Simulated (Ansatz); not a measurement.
Crystal: LiBe.

```xyz
2
Lattice="2.8112 0.0000 0.0000 0.0000 2.8112 0.0000 0.0000 0.0000 2.8112" Properties=species:S:1:pos:R:3 pbc="T T T"
Be    1.4056    1.4056    1.4056
Li    0.0000    0.0000    0.0000
```

The cell comes from a database or a generator and needn't be the stable form of this composition.

Base run:

| Quantity | Value |
| --- | --- |
| Program | Ansatz 0.2.0 |
| Functional | revPBE |
| Potentials or basis | all-electron LAPW, scalar-relativistic |
| Cutoff | 117 eV |
| Density cutoff | 468 eV |
| Basis error allowed | 0.001 eV/atom |
| k mesh | 9 × 9 × 9 |
| Occupations | fermi-dirac, width 0.05 eV |
| Spin | no spin polarisation |

Its results: pressure 2.0 GPa.

Q: After a change of settings the same cell gave: pressure -0.3 GPa. Which change was it?
A. functional from revPBE to RPBE; occupations from fermi-dirac, width 0.05 eV to methfessel-paxton, width 0.1 eV
B. functional from revPBE to LDA; occupations from fermi-dirac, width 0.05 eV to gaussian, width 0.02 eV
C. functional from revPBE to PBEsol
D. functional from revPBE to BLYP

A: C.

PBEsol binds more tightly than revPBE, so the same cell stands under less pressure.

Not every run made on this cell is shown here.
